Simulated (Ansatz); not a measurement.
## Hf2Pd2Se2Br2O3 in Ansatz: the effect of Hubbard term

Hf2Pd2Se2Br2O3:

```
CELL_PARAMETERS angstrom
7.58666 -1.70971 -1.17576
7.58666 1.70971 -1.17576
-2.02446 0.00000 13.05155
ATOMIC_POSITIONS crystal
Hf 0.94514 0.94514 0.06144
Hf 0.60628 0.60628 0.28309
Pd 0.17920 0.17920 0.50964
Pd 0.32286 0.32286 0.74307
Se 0.92232 0.92232 0.84566
Se 0.78991 0.78991 0.58800
Br 0.58645 0.58645 0.04520
Br 0.24604 0.24604 0.28651
O 0.59701 0.59701 0.42127
O 0.38554 0.38554 0.07302
O 0.03094 0.03094 0.22169
```

The cell was built by a generator and needn't be a form met in nature.

Alike in all runs:

* Program: Ansatz 0.2.0
* Task: single point
* Functional: PBE
* Potentials or basis: all-electron LAPW, scalar-relativistic
* Cutoff: 501 eV (chosen from the basis error)
* Basis error allowed: 0.002 eV/atom
* k mesh: 6 × 6 × 2
* Occupations: fermi-dirac, width 0.05 eV
* Spin: no spin polarisation

```tsv
Hubbard term	gap on the mesh (eV)	pressure (GPa)	largest force (eV/Å)
none	0.67	0.0	0.12
Hf d U = 3 eV, Pd d U = 3 eV	?	?	?
Hf d U = 6 eV, Pd d U = 6 eV	1.12	2.1	0.56
```

Task: What does the run with Hubbard term Hf d U = 3 eV, Pd d U = 3 eV give?

Result: gap on the mesh 0.98 eV; pressure 1.0 GPa; largest force 0.27 eV/Å.

Caveats: spin-orbit coupling is left out, which moves the levels of the heavy elements; U is the effective U less J, on atomic orbitals that reach past the spheres (some runs).

A k mesh can miss the band edges.
